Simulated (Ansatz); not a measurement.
# BF3H3P: the cost of one run

All numbers below are computed with Ansatz 0.2.0 (RHF/def2-SVP).

## (1) Starting point

Bond lengths: B1–F2 1.670 Å, B1–F3 1.320 Å, B1–F4 1.320 Å, B1–P5 2.210 Å, P5–H6 1.420 Å, P5–H7 1.420 Å, P5–H8 1.414 Å. Angles: F2–B1–F3 120.0°, F2–B1–F4 120.0°, F2–B1–P5 71.6°, F3–B1–F4 120.0°, F3–B1–P5 97.0°, F4–B1–P5 101.2°, B1–P5–H6 109.5°, B1–P5–H7 109.5°, B1–P5–H8 61.6°, H6–P5–H7 109.4°, H6–P5–H8 145.3°, H7–P5–H8 105.0°.

As a file:

```xyz
8

B     0.0000    0.0000    0.0000
F     0.0000    0.0000    1.6700
F     1.1431    0.0000   -0.6600
F    -1.1431    0.0000   -0.6600
P     0.0924   -2.0952    0.6969
H    -0.6759   -2.9172   -0.1694
H     1.4420   -2.5368    0.6936
H     0.0470   -1.0662    1.6663
```

## (2) A restrained relaxation towards end A

Springs on the bonds that form and break draw the guess towards this end; the thresholds are loose.

Contents of input.yaml:

```yaml
crystal:
  periodic: [false, false, false]
  atoms:
    - { symbol: B, position_ang: [0.0, 0.0, 0.0] }
    - { symbol: F, position_ang: [0.0, 0.0, 1.67] }
    - { symbol: F, position_ang: [1.1431, 0.0, -0.66] }
    - { symbol: F, position_ang: [-1.1431, 0.0, -0.66] }
    - { symbol: P, position_ang: [0.0924, -2.0952, 0.6969] }
    - { symbol: H, position_ang: [-0.6759, -2.9172, -0.1694] }
    - { symbol: H, position_ang: [1.442, -2.5368, 0.6936] }
    - { symbol: H, position_ang: [0.047, -1.0662, 1.6663] }
basis:
  gaussian: { orbitals: def2-SVP }
hamiltonian:
  xc: hf
relax:
  f_tol: 0.15
  max_steps: 25
  restrain:
    - { distance: [0, 4], at: 3.11, k: 30.0 }
    - { distance: [7, 1], at: 2.12, k: 30.0 }
    - { distance: [0, 1], at: 1.32, k: 30.0 }
    - { distance: [7, 4], at: 1.42, k: 30.0 }
```

On the command line:

```
$ ansatz run input.yaml --threads 1 --pin off --max-ram 2048MiB --backend cpu --events-out ev --progress --plain --runs-dir out
```

What time and memory should one allow on 1 thread of Intel Xeon Platinum 8488C (Sapphire Rapids), shared host?

About 16 s, with a peak of 0.18 GiB.
